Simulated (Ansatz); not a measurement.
# CH5BO2S, SMILES CSB(O)O: a rigid torsion scan

Program: Ansatz 0.2.0, Python API.

Script `ch5bo2s_torsion.py`:
```python
"""Energy of CH5BO2S as one group turns about a bond."""

import ansatz as az
from ase import Atoms


def main() -> None:
    atoms = Atoms(["C", "S", "B", "O", "O", "H", "H", "H", "H", "H"], positions=[
        (-0.9163, -0.0499, 1.2233),
        (0.8328, 0.2345, 1.3046),
        (1.0623, 0.0809, -0.571),
        (1.4392, -1.2175, -1.1518),
        (1.0446, 1.2602, -1.4223),
        (-1.1974, -0.9849, 0.7772),
        (-1.3618, 0.0476, 2.2393),
        (-1.3904, 0.8098, 0.5876),
        (0.4751, -1.5727, -1.3322),
        (0.0949, 1.3408, -1.6518),
    ])

    # relax first, so that the scan starts from a minimum
    first = az.Crystal.molecule_from_ase(atoms).calculation()
    first = first.basis(gaussian="6-31G*")
    first = first.functional("HF")
    first = first.relax(force_tolerance=0.02, max_steps=80)
    atoms.positions = first.run(threads=1).report["positions_ang"]

    start = atoms.get_dihedral(2, 1, 0, 5)
    energies = {}
    for turn in range(0, 121, 15):
        turned = atoms.copy()
        turned.set_dihedral(2, 1, 0, 5, start + turn, indices=[0, 5, 6, 7])
        calculation = az.Crystal.molecule_from_ase(turned).calculation().basis(gaussian="6-31G*").functional("HF")
        energies[round((start + turn) % 360)] = calculation.run(threads=1).report["free_energy_ev"]
    floor = min(energies.values())
    print("dihedral B2-S1-C0-H5 (deg)   E - E(min) (kcal/mol)")
    for angle, e in sorted(energies.items()):
        print(f"{angle:8d} {23.060548 * (e - floor):14.3f}  " + "#" * int(30 * (e - floor) / max(max(energies.values()) - floor, 1e-9)))


if __name__ == "__main__":
    main()
```

```console
$ python ch5bo2s_torsion.py
dihedral B2-S1-C0-H5 (deg)   E - E(min) (kcal/mol)
      61          0.000
      76          0.273  ##
      91          1.074  ###########
     106          2.132  ######################
     121          2.807  ##############################
     136          2.606  ###########################
     151          1.817  ###################
     166          1.089  ###########
     181          0.794  ########
```

The scan is rigid and the energies are electronic, in a modest basis. With rigid groups the curve can differ much from the relaxed path, the start wasn't checked as a minimum of this torsion, and equivalent turns needn't return to the same energy. Finished in 60 s on 1 thread of Arm Neoverse V1, with other jobs on the host, peak memory 0.22 GiB.
